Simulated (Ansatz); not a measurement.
# CS2 (Cmce) in Ansatz: settings compared

The runs below take CS2 through relaxation of cell and atoms, with PBEsol, PBEsol+D3(BJ), PBEsol+D3(BJ)-ATM, PBEsol+D4.

All numbers are computed with Ansatz 0.2.0; they aren't measurements. Logs are shortened: lines on timing, memory, paths and dates and some standing lists are left out, and cuts for length are marked.

### Step 1. Starting point

It takes space group Cmce (No. 64, orthorhombic). The conventional cell has a = 7.292 Å, b = 5.989 Å, c = 9.851 Å, α = 90.00°, β = 90.00°, γ = 90.00°. Around S (site symmetry m) lie 1 C at 1.56 Å. C (site symmetry 2/m) has 2 S at 1.56 Å as nearest neighbours.

The cell comes from a database or a generator and needn't be the stable form of this composition.

### Step 2. Relaxation of cell and atoms, PBEsol

The input, input.yaml:

```yaml
crystal:
  lattice:
    - [3.645788, -2.994314, 0.0]
    - [3.645788, 2.994314, 0.0]
    - [0.0, 0.0, 9.851257]
  atoms:
    - { symbol: S, position: [0.181521, 0.818479, 0.886867] }
    - { symbol: S, position: [0.318479, 0.681521, 0.386867] }
    - { symbol: S, position: [0.681521, 0.318479, 0.613133] }
    - { symbol: S, position: [0.818479, 0.181521, 0.113133] }
    - { symbol: C, position: [0.5, 0.5, 0.5] }
    - { symbol: C, position: [0.0, 0.0, 0.0] }
hamiltonian:
  xc: pbesol
  pseudopotentials: { kind: paw }
kpoints:
  mp_grid: { grid: [6, 6, 3] }
scf:
  occupations: { method: fermi_dirac, width: 0.05 }
output:
  forces: true
  stress: true
  eigenvalues: true
relax:
  f_tol: 0.01
  max_steps: 40
  cell: { stress_tol: 0.05 }
```

Potentials or basis: Ansatz PAW.

Run with:

```sh
$ ansatz run input.yaml --threads 2 --pin off --max-ram 5632MiB --backend cpu --events-out ev --progress --plain --runs-dir out
```

Output:

```text
Warning: RAYON_NUM_THREADS=2 ignored (pool sized by the plan → 2); use --threads N
Engine: ansatz 0.2.0, x86_64-unknown-linux-gnu
Pseudopotentials: kind: paw
Pseudopotential: S, paw, valence charge 6, recommended cutoff 420 eV (normal), S.paw.azcp
Pseudopotential: C, paw, valence charge 4, recommended cutoff 420 eV (normal), C.paw.azcp
Functional definition: PBEsol
  exchange = pbesol_x
  correlation = pbesol_c
Crystal: 6 atoms, lattice volume = 215.085 Å³
Basis set: ecut = 420 eV, 4159 PW (Γ), exchange–correlation on 64×64×144 points (8 copies of the dense FFT grid, shifted against one another)
Bands: 22, of which v1, the nominal top of the filled ones, is band 16 counted from 1 (15 counted from 0)
Symmetry: 8 space group operations
Space group: Cmce (ITA 64), of the structure as read, at distance tolerance 6.0e-5 Å
k-points: 26 of 108
Non-local potential: S, projectors of the file, l = 0: 2, l = 1: 2, l = 2: 2
Non-local potential: C, projectors of the file, l = 0: 2, l = 1: 2, l = 2: 1
PAW form: soft (Blöchl's): semilocal exchange-correlation on the pseudo side does not see the compensation charge
PAW frozen core: S, regenerated for the run's functional, and the local potential with it (the file was generated under x = pbe(κ = 0.804, μ = 0.2195149727645171), c = pbe(β = 0.06672455060314922))
PAW frozen core: C, regenerated for the run's functional, and the local potential with it (the file was generated under x = pbe(κ = 0.804, μ = 0.2195149727645171), c = pbe(β = 0.06672455060314922))
PAW one-centre angular grid: S, 110 points (default); XC on 64 Gauss nodes
PAW one-centre angular grid: C, 110 points (default); XC on 64 Gauss nodes
Initial density: superposition of atomic densities (neutral atoms: chi_scale 0, normalization atom), corrected by the library's trained network
Initial wavefunctions: pseudopotential atomic-orbital guess
Functional: x = pbesol(κ = 0.804, μ = 0.12345679012345678), c = pbesol(β = 0.046)
SCF iter   1: F=—  HF=-4030.557412 eV  |F-HF|=—  |Δ(HF+E_count)|=         —  Δρ=3.32e-3  dr2=2.38e-2  ethr=1.77e-3  ⟨swp⟩=8.3  Hψ=3266  notcnv=0
preconditioner: auto → Resta (q_TF=auto, 1.986 Å⁻¹)  ε∞=3.0  [insulator: Δε(μ)=3.449 eV  Ē_g=10.129 eV  σ=0.050 eV  W_gap=1.00  n_scr=32 (ndim 8)  ℏωp=14.3 eV  f_vac=0.192  D(μ)=0.00/eV (n_scr^D=0)  ε∞_Penn≈3.0]
SCF iter   2: F=—  HF=-4030.546431 eV  |F-HF|=—  |Δ(HF+E_count)|=   1.10e-2  Δρ=1.26e-3  dr2=5.27e-3  ethr=7.45e-5  ⟨swp⟩=2.3  Hψ=1198  notcnv=0  defer=46
SCF iter   3: F=—  HF=-4030.547147 eV  |F-HF|=—  |Δ(HF+E_count)|=   7.16e-4  Δρ=6.63e-4  dr2=7.72e-4  ethr=1.65e-5  ⟨swp⟩=3.0  Hψ=994  notcnv=0  defer=46
SCF iter   4: F=—  HF=-4030.548105 eV  |F-HF|=—  |Δ(HF+E_count)|=   9.57e-4  Δρ=1.44e-4  dr2=6.14e-5  ethr=2.41e-6  ⟨swp⟩=2.4  Hψ=846  notcnv=0  defer=46
SCF iter   5: F=—  HF=-4030.548366 eV  |F-HF|=—  |Δ(HF+E_count)|=   2.61e-4  Δρ=2.98e-5  dr2=2.51e-6  ethr=1.92e-7  ⟨swp⟩=2.0  Hψ=832  notcnv=0  defer=46
SCF iter   6: F=—  HF=-4030.548371 eV  |F-HF|=—  |Δ(HF+E_count)|=   5.65e-6  Δρ=8.77e-6  dr2=2.44e-7  ethr=7.85e-9  ⟨swp⟩=2.0  Hψ=844  notcnv=0  defer=46
SCF iter   7: F=-4030.548372 eV  HF=-4030.548372 eV  |F-HF|=1.13e-8  |Δ(HF+E_count)|=   3.99e-7  Δρ=1.06e-6  dr2=3.03e-9  ethr=3.13e-10  ⟨swp⟩=10.3  Hψ=2922  notcnv=0
SCF 1 converged in 7 iterations: F = -4030.548372 eV  dr2 = 3.03e-9
relax step   1: F+E_penalty+E_count = -4030.54837187 eV  Δ(F+E_penalty+E_count) = +0.000e0 eV  max|allowed force component| = 6.171e-2 eV/Å  Δτ_max = 0.0000 Å  P = -0.052 GPa  Ω = 215.085 Å³  (7 SCF iters, dr2 threshold 1.00e-7 eV, accepted)
Crystal: 6 atoms, lattice volume = 210.718 Å³
Basis set: ecut = 420 eV, 4105 PW (Γ), exchange–correlation on 64×64×144 points (8 copies of the dense FFT grid, shifted against one another)
Initial density: handed on by an earlier stage of this run
Initial wavefunctions: those handed on with the density
iter 1 solved again at ethr=7.43e-6 eV; its pass at ethr=3.10e-3 eV (dr2=2.38e-3 eV) is discarded
SCF iter   1: F=—  HF=-4030.555237 eV  |F-HF|=—  |Δ(HF+E_count)|=         —  Δρ=9.59e-4  dr2=1.62e-3  ethr=7.43e-6  ⟨swp⟩=2.5  Hψ=3453  notcnv=0
preconditioner: auto → Resta (q_TF=auto, 1.993 Å⁻¹)  ε∞=3.0  [insulator: Δε(μ)=3.382 eV  Ē_g=10.123 eV  σ=0.050 eV  W_gap=1.00  n_scr=32 (ndim 8)  ℏωp=14.5 eV  f_vac=0.164  D(μ)=0.00/eV (n_scr^D=0)  ε∞_Penn≈3.0]
SCF iter   2: F=—  HF=-4030.554839 eV  |F-HF|=—  |Δ(HF+E_count)|=   3.98e-4  Δρ=5.00e-4  dr2=3.12e-4  ethr=5.06e-6  ⟨swp⟩=3.0  Hψ=1036  notcnv=0
[... 185 lines left out ...]
SCF iter   3: F=—  HF=-4030.603376 eV  |F-HF|=—  |Δ(HF+E_count)|=   5.83e-5  Δρ=2.69e-4  dr2=7.61e-5  ethr=1.11e-6  ⟨swp⟩=2.0  Hψ=934  notcnv=0
SCF iter   4: F=—  HF=-4030.603460 eV  |F-HF|=—  |Δ(HF+E_count)|=   8.37e-5  Δρ=2.94e-5  dr2=1.52e-6  ethr=2.38e-7  ⟨swp⟩=2.0  Hψ=985  notcnv=0
SCF iter   5: F=—  HF=-4030.603466 eV  |F-HF|=—  |Δ(HF+E_count)|=   5.74e-6  Δρ=5.61e-6  dr2=9.49e-8  ethr=4.77e-9  ⟨swp⟩=2.1  Hψ=823  notcnv=0
SCF iter   6: F=-4030.603466 eV  HF=-4030.603466 eV  |F-HF|=9.40e-9  |Δ(HF+E_count)|=   1.54e-7  Δρ=1.36e-6  dr2=3.98e-9  ethr=2.50e-11  ⟨swp⟩=4.0  Hψ=2582  notcnv=0
SCF 16 converged in 6 iterations: F = -4030.603466 eV  dr2 = 3.98e-9
relax step  16: F+E_penalty+E_count = -4030.60346600 eV  Δ(F+E_penalty+E_count) = -1.130e-3 eV  max|allowed force component| = 9.047e-3 eV/Å  Δτ_max = 0.0227 Å  P = -0.009 GPa  Ω = 165.156 Å³  energy of the carried Pulay correction = +5.824e-4 eV  (6 SCF iters, dr2 threshold 8.00e-9 eV, accepted)
iter 1 solved again at ethr=7.68e-7 eV; its pass at ethr=3.10e-3 eV (dr2=2.46e-4 eV) is discarded
SCF iter   1: F=—  HF=-4030.602807 eV  |F-HF|=—  |Δ(HF+E_count)|=         —  Δρ=2.09e-5  dr2=1.31e-7  ethr=7.68e-7  ⟨swp⟩=3.0  Hψ=4835  notcnv=0
eigensolver tolerance schedule: the retry pair's looser diagonalisation over-reported the residual by 1880.19 of it (diagonalisation noise at 0.87 of the residual, at the tolerance the schedule requests for it); recorded, not acted on — ethr = c·dr2/N_el stays at c = 1.0e-1
preconditioner: auto → Resta (q_TF=auto, 2.075 Å⁻¹)  ε∞=3.6  [insulator: Δε(μ)=2.911 eV  Ē_g=10.185 eV  σ=0.050 eV  W_gap=1.00  n_scr=28 (ndim 8)  ℏωp=16.3 eV  f_vac=0.034  D(μ)=0.00/eV (n_scr^D=0)  ε∞_Penn≈3.6]
SCF iter   2: F=—  HF=-4030.602899 eV  |F-HF|=—  |Δ(HF+E_count)|=   9.26e-5  Δρ=1.05e-5  dr2=3.07e-8  ethr=4.08e-10  ⟨swp⟩=3.1  Hψ=1139  notcnv=0
SCF iter   3: F=—  HF=-4030.602900 eV  |F-HF|=—  |Δ(HF+E_count)|=   1.25e-7  Δρ=4.55e-6  dr2=5.61e-9  ethr=9.58e-11  ⟨swp⟩=3.0  Hψ=1061  notcnv=0
SCF iter   4: F=—  HF=-4030.602900 eV  |F-HF|=—  |Δ(HF+E_count)|=   3.08e-8  Δρ=2.95e-7  dr2=1.95e-10  ethr=1.75e-11  ⟨swp⟩=2.0  Hψ=980  notcnv=0
SCF iter   5: F=-4030.602900 eV  HF=-4030.602900 eV  |F-HF|=6.91e-11  |Δ(HF+E_count)|=  2.86e-10  Δρ=1.02e-7  dr2=3.80e-11  ethr=1.00e-12  ⟨swp⟩=6.0  Hψ=2363  notcnv=0
SCF 17 converged in 5 iterations: F = -4030.602900 eV  dr2 = 3.80e-11
relax step  17: F+E_penalty+E_count = -4030.60289959 eV  Δ(F+E_penalty+E_count) = +5.664e-4 eV  max|allowed force component| = 9.104e-3 eV/Å  Δτ_max = 0.0000 Å  P = -0.013 GPa  Ω = 165.156 Å³  stress off target by 4.03e-2 GPa  SCF on the basis re-selected at this cell (its energy is not comparable with the rows above)  (5 SCF iters)
basis re-selected at this cell: Δ(F+E_penalty+E_count) = +5.664e-4 eV, ΔP = -0.004 GPa vs the last step (what re-selecting the basis moved, of the pressure what is left beyond the Pulay correction that the steps carried, after the strain that the cell walked since its last selection, with what the two solves' SCF thresholds leave and, on support functions, any second-order correction that the steps lacked; it is no measure of the basis error at this ecutwfc). This SCF's stress stands 4.03e-2 GPa from its target on what of the cell is left free (relax.cell.stress_tol is 5.00e-2 GPa) and its largest allowed force component is 9.10e-3 eV/Å (relax.f_tol is 1.00e-2 eV/Å): within both
SCF converged after 5 iterations
Free energy (F): -4030.602900 eV
Harris-Foulkes:  -4030.602900 eV  (|F-HF|=6.91e-11)
Internal energy: -4030.602900 eV  (E = F + TS)
E sigma→0 (E₀):  -4030.602900 eV
Fermi energy:    1.618121 eV
--- Per-component energies (eV) ---
  E_band       = -178.804140
  E_kinetic    = 592.400271
  E_local      = -1224.815507  (includes V_loc(G=0)·N_el)
  E_nonlocal   = 172.368613
  E_hartree    = 385.031906
  E_xc         = -470.947391
  E_vxc        = -455.745008  (∫ρ·V_xc dr)
  E_paw        = -2527.141505  (= ΣΔE_a)
  E_vpaw       = -33.076308  (= ΣTr[D̂ρ^β])
  E_aug_tail   = 0.000021  (compensation charges beyond the density's cutoff)
  E_ewald      = -957.789306
  E_core_change = 0.289998  (= ΣΔE_core)
  E_smearing   = -0.000000  (= −TS)
  E_closure    = 0.000000  (closes the sum)
  Σ components = -4030.602900   (vs F -4030.602900, Δ=0.00e0)
--- Forces (eV/Å), atoms counted from 1 ---
  atom   1  S      0.00000000    -0.00650638    -0.00910430
  atom   2  S     -0.00000000     0.00650638    -0.00910430
  atom   3  S      0.00000000    -0.00650638     0.00910430
  atom   4  S     -0.00000000     0.00650638     0.00910430
  atom   5  C      0.00000000     0.00000000    -0.00000000
  atom   6  C     -0.00000000     0.00000000     0.00000000
  max |Σ_I F_I| component: 1.39e-17 eV/Å
--- Stress (GPa, compression-positive) ---
       -0.040301       0.000000      -0.000000
        0.000000      -0.017623       0.000000
       -0.000000       0.000000       0.018427
  P = ⅓ Tr σ = -0.0132 GPa (-0.132 kbar)
--- Band table (eV; the first three rows and the last of 26) ---
  k-point 0: bands = ["-14.9953", "-14.8906", "-12.8203", "-12.6160", "-6.4678", "-5.7782", "-4.6291", "-3.7604", "-2.7770", "-2.7423", "-2.6380", "-2.5153", "-0.5688", "-0.4375", "-0.3307", "0.0342", "3.1525", "3.2245", "3.9182", "4.0631", "5.5177", "5.9457"]
  k-point 1: bands = ["-14.9706", "-14.9183", "-12.7683", "-12.6662", "-6.3405", "-6.0178", "-4.3272", "-3.9061", "-2.8148", "-2.7869", "-2.6099", "-2.5487", "-0.4963", "-0.3744", "-0.3277", "-0.0938", "3.3477", "3.3963", "3.7279", "3.8145", "5.9206", "6.2000"]
  k-point 2: bands = ["-14.9645", "-14.8728", "-12.8080", "-12.6319", "-6.4417", "-5.8296", "-4.5609", "-3.8379", "-2.9652", "-2.9286", "-2.6993", "-2.5982", "-0.4531", "-0.4065", "-0.2660", "0.0091", "3.2140", "3.2781", "3.8495", "3.9509", "6.0734", "6.1978"]
  k-point 25: bands = ["-14.7693", "-14.7510", "-12.7226", "-12.7007", "-6.1842", "-6.1773", "-4.1079", "-4.0688", "-3.7215", "-3.5560", "-3.2317", "-3.2061", "-0.7421", "-0.7094", "-0.3786", "-0.1733", "3.4101", "3.5473", "4.0962", "4.2234", "6.2474", "6.4171"]
--- Relaxed structure (15 steps of the walk, 13 accepted, 2 SCFs on fresh bases) ---
  F+E_penalty+E_count = -4030.60289959 eV   max|allowed force component| = 9.104e-3 eV/Å   (the final SCF, on the basis selected at the relaxed cell)
  cell:  # Å, volume = 165.1559 Å³
    - [3.0923058686501093, -2.821388101853425, 0.0]
    - [3.0923058686501093, 2.821388101853425, 0.0]
    - [0.0, 0.0, 9.464962122742422]
  atoms:
    - { symbol: S, position: [0.17576734508737785, 0.8242326549126222, 0.8729554849921126] }
    - { symbol: S, position: [0.32423265491262226, 0.675767345087378, 0.37295548499211223] }
    - { symbol: S, position: [0.675767345087378, 0.32423265491262226, 0.627044515007888] }
    - { symbol: S, position: [0.8242326549126222, 0.17576734508737785, 0.12704451500788785] }
    - { symbol: C, position: [0.5, 0.5, 0.5000000000000001] }
    - { symbol: C, position: [3.138087330923776e-19, -3.13808733092378e-19, 2.347887822473541e-19] }
```

Run time: 29 s. Hardware: 2 threads of Intel Xeon 6975P-C (Granite Rapids), shared host; peak memory 0.54 GiB.

Results:

- Free energy: -4030.6029 eV
- Relaxed volume: 27.53 Å³/atom
- Relaxed cell: a = 4.186 Å, b = 4.186 Å, c = 9.465 Å, α = 90.00°, β = 90.00°, γ = 84.75°
- Space group after relaxing (to 0.05 Å): Cmce (No. 64)
- Energy gained by relaxing: 9.1 meV/atom
- Ionic steps: 15
- Pressure after relaxing: 0.0 GPa
- Largest force after relaxing: 0.011 eV/Å
- Band gap on the k mesh: 2.91 eV, direct

Forces on the atoms (eV/Å):
```
S    0.000 -0.007 -0.009
S    0.000  0.007 -0.009
S    0.000 -0.007  0.009
S    0.000  0.007  0.009
C    0.000  0.000  0.000
C    0.000  0.000  0.000
```

Step by step:
```tsv
step	energy change (eV)	largest force (eV/Å)	volume (Å³)
1	0.0000	0.0852	215.09
2	-0.0066	0.0463	210.72
3	-0.0420	0.0842	182.88
4	-0.0536	0.2465	160.06
5	-0.0583	0.0469	164.16
6	-0.0565	0.0361	169.86
7	-0.0582	0.0074	167.58
8	-0.0587	0.0140	166.66
9	-0.0592	0.0019	166.43
10	-0.0595	0.0220	166.12
11	-0.0601	0.0055	166.28
12	-0.0601	0.0098	166.53
13	-0.0540	0.0103	166.53
14	-0.0551	0.0111	165.16
15	-0.0545	0.0112	165.16
```

Final structure:
```xyz
6
Lattice="3.0923 -2.8214 0.0000 3.0923 2.8214 0.0000 0.0000 0.0000 9.4650" Properties=species:S:1:pos:R:3 pbc="T T T"
S     3.0923    1.8296    8.2625
S     3.0923    0.9918    3.5300
S     3.0923   -0.9918    5.9350
S     3.0923   -1.8296    1.2025
C     3.0923    0.0000    4.7325
C     0.0000    0.0000    0.0000
```

Caveat: the volume moved by over 15 % at a fixed basis, so the end points are rough; odd divisions of the mesh miss points on the zone boundary, where band edges often lie, so the gap on the mesh can be too wide; the plane-wave basis is chosen anew once the cell has moved, so the energies of steps on either side of that aren't comparable; the PAW data sets come from PBE, with cores solved anew for the run's functional, which leaves a small shift of forces and pressure.

### Step 3. Relaxation of cell and atoms, PBEsol+D3(BJ)

input.yaml, as its differences from that of step 2:

```diff
@@ -15,2 +15,3 @@
   pseudopotentials: { kind: paw }
+  dispersion: d3bj
 kpoints:
@@ -23,2 +24,6 @@
   eigenvalues: true
+  write_density: true
+  write_potential: true
+  elf: true
+  volumetric_format: npy
 relax:
```

Potentials or basis: Ansatz PAW.

Run with:

```sh
$ ansatz run input.yaml --threads 2 --pin off --max-ram 5632MiB --backend cpu --events-out ev --progress --plain --runs-dir out
```

Run time: 29 s. Hardware: 2 threads of Intel Xeon 6975P-C (Granite Rapids), shared host; peak memory 0.54 GiB.

Results (log left out):

```yaml
Free_energy: -4031.4341 eV
Relaxed_volume: 22.71 Å³/atom
Relaxed_cell: a = 3.906 Å, b = 3.906 Å, c = 8.987 Å, α = 90.00°, β = 90.00°, γ = 83.64°
Space_group_after_relaxing_to_0.05_Å: Cmce (No. 64)
Energy_gained_by_relaxing: 54.8 meV/atom
Ionic_steps: 16
Pressure_after_relaxing: 0.0 GPa
Largest_force_after_relaxing: 0.005 eV/Å
Band_gap_on_the_k_mesh: 2.47 eV, indirect (least direct gap 2.49 eV)
```

Forces on the atoms (eV/Å):
```
S    0.000  0.004  0.003
S    0.000 -0.004  0.003
S    0.000  0.004 -0.003
S    0.000 -0.004 -0.003
C    0.000  0.000  0.000
C    0.000  0.000  0.000
```

The path:
| step | energy change (eV) | largest force (eV/Å) | volume (Å³) |
| --- | --- | --- | --- |
| 1 | 0.0000 | 0.0950 | 215.09 |
| 2 | -0.0705 | 0.1024 | 199.68 |
| 3 | -0.1422 | 0.1070 | 184.87 |
| 4 | -0.2554 | 0.2944 | 160.86 |
| 5 | -0.3252 | 0.0301 | 141.69 |
| 6 | -0.3310 | 0.0086 | 139.45 |
| 7 | -0.3341 | 0.0195 | 134.77 |
| 8 | -0.3349 | 0.0287 | 136.58 |
| 9 | -0.3353 | 0.0043 | 137.05 |
| 10 | -0.3355 | 0.1083 | 137.22 |
| 11 | -0.3354 | 0.0830 | 137.72 |
| 12 | -0.3359 | 0.0006 | 137.43 |
| 13 | -0.3287 | 0.0017 | 137.43 |
| 14 | -0.3294 | 0.0017 | 136.39 |
| 15 | -0.3295 | 0.0050 | 136.25 |
| 16 | -0.3290 | 0.0050 | 136.25 |

Final structure:
```
CELL_PARAMETERS angstrom
2.91072 -2.60422 0.00000
2.91072 2.60422 0.00000
0.00000 0.00000 8.98718
ATOMIC_POSITIONS crystal
S 0.20054 0.79946 0.87127
S 0.29946 0.70054 0.37127
S 0.70054 0.29946 0.62873
S 0.79946 0.20054 0.12873
C 0.50000 0.50000 0.50000
C 0.00000 0.00000 0.00000
```

Levels at points of the mesh, in eV from the valence-band top:
```tsv
k point	band 14	band 15	band 16	band 17	band 18	band 19
(0.00, 0.00, 0.00)	-0.82	-0.77	-0.15	2.59	2.72	3.55
(0.00, -0.50, 0.00)	-0.70	-0.28	-0.28	3.05	3.05	3.54
(-0.50, -0.50, 0.00)	-1.54	-0.61	-0.03	2.47	2.83	4.47
```

Caveat: the volume moved by over 15 % at a fixed basis, so the end points are rough; odd divisions of the mesh miss points on the zone boundary, where band edges often lie, so the gap on the mesh can be too wide; the plane-wave basis is chosen anew once the cell has moved, so the energies of steps on either side of that aren't comparable; the PAW data sets come from PBE, with cores solved anew for the run's functional, which leaves a small shift of forces and pressure. As with any semilocal functional, this PBEsol gap is likely too small.

(Part 1 of 2 ends here.)
